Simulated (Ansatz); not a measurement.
# C2H5FSi: ionisation energy by level of theory

An exercise on one series of results from a longer session: the logs are not shown, and one member is left open.

The runs use Ansatz 0.2.0, Gaussian basis; unrestricted cation, the program's frozen cores in correlated methods.

Levels to be run: UKS PBE-D4/def2-TZVPP; UKS r2SCAN-D4/def2-TZVPP; UKS PBE0-D4/def2-TZVPP; UKS B3LYP-D4/def2-TZVPP; UKS wB97X-V/def2-TZVPP; UKS wB97M-V/def2-TZVPP; UKS B2PLYP/def2-TZVPP; UHF-CCSD(T)/def2-TZVPP; UHF-MP2/def2-QZVPP; extrapolation to the limit; then −ε(HOMO) from the neutral's earlier runs with LDA (SPW92), PBE-D4, revPBE-D4, BLYP-D4, r2SCAN-D4, B97M-V, PBE0-D4, B3LYP-D4, r2SCANh-D4, r2SCAN0-D4, HSE06-D4, BHLYP-D4, CAM-B3LYP-D4, LC-ωPBE, ωB97X-V, ωB97M-V.

### The geometry

The geometry comes from an earlier relaxation with PBE0-D4 in a triple-zeta def2 set; it is a stationary point, not always the lowest conformer.

SMILES `F/C=C/[SiH3]`, 9 atoms, charge 0, spin multiplicity 1.

Atoms are counted from 1 here; the program's logs count them from 0.

Bond lengths: F1–C2 1.336 Å, C2–C3 1.322 Å, C2–H5 1.086 Å, C3–Si4 1.852 Å, C3–H6 1.087 Å, Si4–H7 1.487 Å, Si4–H8 1.487 Å, Si4–H9 1.487 Å. Angles: F1–C2–C3 122.8°, F1–C2–H5 111.4°, C3–C2–H5 125.9°, C2–C3–Si4 121.1°, C2–C3–H6 117.6°, Si4–C3–H6 121.3°, C3–Si4–H7 110.8°, C3–Si4–H8 110.8°, C3–Si4–H9 108.6°, H7–Si4–H8 107.9°, H7–Si4–H9 109.3°, H8–Si4–H9 109.3°.

The first run:

File in.yaml:

```yaml
crystal:
  periodic: [false, false, false]
  atoms:
    - {symbol: F, position_ang: [-1.259910, 2.360947, 0.506445]}
    - {symbol: C, position_ang: [-0.578298, 1.355015, -0.047994]}
    - {symbol: C, position_ang: [-0.336667, 0.219878, 0.584949]}
    - {symbol: Si, position_ang: [0.614064, -1.145010, -0.228863]}
    - {symbol: H, position_ang: [-0.264164, 1.599597, -1.058088]}
    - {symbol: H, position_ang: [-0.716107, 0.118066, 1.598614]}
    - {symbol: H, position_ang: [1.843722, -1.465586, 0.542810]}
    - {symbol: H, position_ang: [-0.206653, -2.381573, -0.316290]}
    - {symbol: H, position_ang: [0.992513, -0.707635, -1.598485]}
basis:
  gaussian: {orbitals: def2-TZVPP}
total_charge: 1
magnetization: {spin_polarized: true, initial_magnetization: 1}
hamiltonian: {xc: pbe, dispersion: d4}
```

Steps of the session up to this table: Cation, UKS PBE-D4/def2-TZVPP; Cation, UKS r2SCAN-D4/def2-TZVPP; Cation, UKS PBE0-D4/def2-TZVPP; Cation, UKS B3LYP-D4/def2-TZVPP; Cation, UKS wB97X-V/def2-TZVPP; Cation, UKS wB97M-V/def2-TZVPP; Cation, UKS B2PLYP (frozen core)/def2-TZVPP; Cation, UHF-CCSD(T)/def2-TZVPP; Cation, UHF-MP2/def2-QZVPP.

One of the session's tables, all rows but one given; the rest of the session is left out.

It belongs to the step «Ionisation energies side by side». Orbital estimates, from the neutral's runs:

```
  functional  −ε(HOMO) (eV)
 LDA (SPW92)           6.81
      PBE-D4           6.65
   revPBE-D4           6.59
     BLYP-D4           6.51
   r2SCAN-D4           6.89
      B97M-V           6.98
     PBE0-D4           7.87
    B3LYP-D4           7.64
  r2SCANh-D4           7.35
  r2SCAN0-D4           8.03
    HSE06-D4           7.47
    BHLYP-D4           8.94
CAM-B3LYP-D4              ?
     LC-ωPBE          10.58
     ωB97X-V          10.19
     ωB97M-V          10.09
```

**Question.** Estimate the row for CAM-B3LYP-D4.

**Answer.** −ε(HOMO) (eV): 9.21. In the column «−ε(HOMO) (eV)» it lies between BHLYP-D4 (8.94) and ωB97M-V (10.09).
